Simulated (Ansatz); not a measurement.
# C2H9BOSSi: the cost of one run

Method: RKS B3LYP/STO-3G, in Ansatz 0.2.0.

### Step 1. The starting structure

Bond lengths: O1–B2 1.461 Å, B2–C3 1.572 Å, C3–Si4 1.844 Å, Si4–C5 1.930 Å, C5–S6 1.836 Å, O1–H7 1.033 Å, B2–H8 1.180 Å, C3–H9 1.128 Å, C3–H10 1.145 Å, Si4–H11 1.447 Å, Si4–H12 1.440 Å, C5–H13 1.117 Å, C5–H14 1.116 Å, S6–H15 1.403 Å. Angles (14 of 23 angles, heavy atoms first): O1–B2–C3 120.3°, B2–C3–Si4 113.6°, C3–Si4–C5 107.6°, Si4–C5–S6 108.8°, O1–B2–H8 121.9°, C3–B2–H8 117.8°, B2–O1–H7 100.4°, B2–C3–H9 110.7°, B2–C3–H10 110.5°, Si4–C3–H9 107.4°, Si4–C3–H10 110.1°, C3–Si4–H11 109.7°, C3–Si4–H12 112.5°, C5–Si4–H11 105.1°.

Coordinates:

```xyz
15

O    -0.3643   -2.6277    0.8467
B     0.3848   -1.9220   -0.1907
C     1.2932   -0.6954    0.1839
Si    0.8465    0.8559   -0.7083
C    -0.9740    1.2928   -0.2408
S    -1.0515    1.6560    1.5570
H    -1.2418   -2.0820    0.8481
H     0.3677   -2.2693   -1.3182
H     2.3759   -0.9157   -0.0444
H     1.2801   -0.5165    1.3152
H     0.8200    0.6092   -2.1337
H     1.6926    1.9634   -0.3454
H    -1.7069    0.4873   -0.4872
H    -1.3113    2.2162   -0.7686
H    -2.4328    1.8972    1.5157
```

### Step 2. Relaxing the start

The input, input.yaml:

```yaml
crystal:
  periodic: [false, false, false]
  atoms:
    - { symbol: O, position_ang: [-0.3643, -2.6277, 0.8467] }
    - { symbol: B, position_ang: [0.3848, -1.922, -0.1907] }
    - { symbol: C, position_ang: [1.2932, -0.6954, 0.1839] }
    - { symbol: Si, position_ang: [0.8465, 0.8559, -0.7083] }
    - { symbol: C, position_ang: [-0.974, 1.2928, -0.2408] }
    - { symbol: S, position_ang: [-1.0515, 1.656, 1.557] }
    - { symbol: H, position_ang: [-1.2418, -2.082, 0.8481] }
    - { symbol: H, position_ang: [0.3677, -2.2693, -1.3182] }
    - { symbol: H, position_ang: [2.3759, -0.9157, -0.0444] }
    - { symbol: H, position_ang: [1.2801, -0.5165, 1.3152] }
    - { symbol: H, position_ang: [0.82, 0.6092, -2.1337] }
    - { symbol: H, position_ang: [1.6926, 1.9634, -0.3454] }
    - { symbol: H, position_ang: [-1.7069, 0.4873, -0.4872] }
    - { symbol: H, position_ang: [-1.3113, 2.2162, -0.7686] }
    - { symbol: H, position_ang: [-2.4328, 1.8972, 1.5157] }
basis:
  gaussian: { orbitals: STO-3G }
hamiltonian:
  xc: b3lyp
relax:
  f_tol: 0.02
  max_steps: 40
scf:
  lower_state_search: "off"
```

Run with:

```bash
$ ansatz run input.yaml --threads 1 --pin off --max-ram 2048MiB --backend cpu --events-out ev --progress --plain --runs-dir out
```

**Question.** How long does this run take on 1 thread of Intel Xeon Platinum 8375C at 2.90GHz (Ice Lake), shared host, and how much memory does it need?

About 73 s, with a peak of 0.18 GiB.
